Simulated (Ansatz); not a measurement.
# GaH3+ (doublet): from Hartree-Fock to the top rungs at distance Ga1–H3 = 2.894 Å, cc-pVTZ

The task here is to estimate one member of a computed series from the others.

Method: cc-pVTZ, core rule «outside noble gas», up to 14 orbitals frozen; program: Ansatz 0.2.0, Gaussian basis.

Plan: UHF; CCSD(T) on ROHF; CCSD(T) on UHF; BCCD(T) on ROHF; CCSDT(Q) on ROHF; CCSDT(Q) on UHF; CASSCF and NEVPT2, 3 electrons in 3 orbitals.

21 further runs of the same task are left out: 10 for a known fault of the program, 6 that didn't finish, 5 set aside as unsound or not needed.

### The geometry

The geometry derives from a PBE0/def2-TZVP stationary point (not a proven minimum). One bond is set to the value named and the two fragments are kept rigid. No spin-orbit coupling is included. The filled d shell of Ga may be among the frozen orbitals whatever the setting's name suggests; the logs give the count.

4 atoms, charge 1, spin multiplicity 2.

Atoms are counted from 1 here; the program's logs count them from 0.

Bond lengths: Ga1–H4 1.532 Å.

The first run:

Contents of in.yaml:

```yaml
crystal:
  periodic: [false, false, false]
  atoms:
    - {symbol: Ga, position_ang: [0.000000, 0.023829, 0.018810]}
    - {symbol: H, position_ang: [0.000000, -2.048762, 0.018810]}
    - {symbol: H, position_ang: [0.000000, 0.254483, -2.865983]}
    - {symbol: H, position_ang: [0.000000, 0.145934, 1.545980]}
basis:
  gaussian: {orbitals: cc-pVTZ}
total_charge: 1
magnetization: {spin_polarized: true, initial_magnetization: 1}
hamiltonian: {xc: hf}
output: {orbitals: {seedname: orbitals}}
```

Started as:

```
> ansatz run in.yaml --threads 1 --pin off --events-out ev --progress --plain --max-ram 2393MiB
```

Among the steps run: UHF; CCSD(T) on ROHF; CCSD(T) on UHF; BCCD(T) on ROHF; CCSDT(Q) on ROHF; CCSDT(Q) on UHF; CASSCF and NEVPT2, 3 electrons in 3 orbitals.

One of the session's tables, all rows but one given; the rest of the session is left out.

It belongs to the step «Misses and costs». 

```
     method  from UCCSDT(Q) (meV)
       ROHF               +2805.0
        UHF               +1878.3
       RMP2                +899.7
       UMP2                +751.5
      RCCSD                +102.8
      UCCSD                +112.4
   RCCSD(T)                 +28.1
   UCCSD(T)                 +54.7
    BCCD(T)                     ?
     RCCSDT                  -3.5
     UCCSDT                  +4.9
  RCCSDT(Q)                  -5.2
  UCCSDT(Q)                     0
CASSCF pair               +1604.4
NEVPT2 pair                +462.2
```

Q: Estimate the row for BCCD(T) from the others.

As computed: from UCCSDT(Q) (meV): +33.0. In the column «from UCCSDT(Q) (meV)» it lies between RCCSD(T) (+28.1) and UCCSD(T) (+54.7).

Caveats from the session: The determinant is far from a pure spin state, so its energy mixes those of several spin states (harmless only where they are near-degenerate, as at dissociation). Restricted and unrestricted rows rest on different reference determinants; where their highest levels disagree by more than a few hundredths of an eV, they describe different states and don't form one ladder.
